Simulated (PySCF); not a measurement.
The system is C2NH5, in a box.

```xyz
8
Lattice="12.0000 0.0000 0.0000 0.0000 13.0000 0.0000 0.0000 0.0000 11.0000" Properties=species:S:1:pos:R:3 pbc="T T T"
C     5.4270    7.3244    5.5566
C     6.5613    6.5614    6.1569
N     6.5960    5.3375    6.4662
H     5.7298    7.7652    4.6018
H     4.5559    6.6870    5.3924
H     5.1415    8.1552    6.2089
H     7.4701    7.1421    6.3490
H     5.7040    4.8868    6.2486
```

Program: PySCF 2.14.0. Alike in all runs: task atomic charges; potentials or basis cc-pvdz (all-electron); no spin polarisation; cell as given; k mesh 1 × 1 × 1; smearing fixed.

Task: Order these runs on this cell by their band gap on the k mesh, lowest first.
A. level SCAN0; exxdiv ewald; three-centre integrals read from an earlier run's file
B. level B3LYP5+D3; three-body dispersion term no; exxdiv ewald; three-centre integrals read from an earlier run's file
C. level PBE
D. level PBE0+D4; three-body dispersion term yes; exxdiv ewald; three-centre integrals read from an earlier run's file
E. level TASK; three-centre integrals read from an earlier run's file

Result: C (4.91 eV), E (5.84 eV), B (7.19 eV), D (7.71 eV), A (8.10 eV).

Caveats: this is a molecule in a periodic box at the Γ point, so its band gap is the HOMO-LUMO gap; the basis of atomic orbitals isn't converged, which shifts pressures, moduli and gaps.

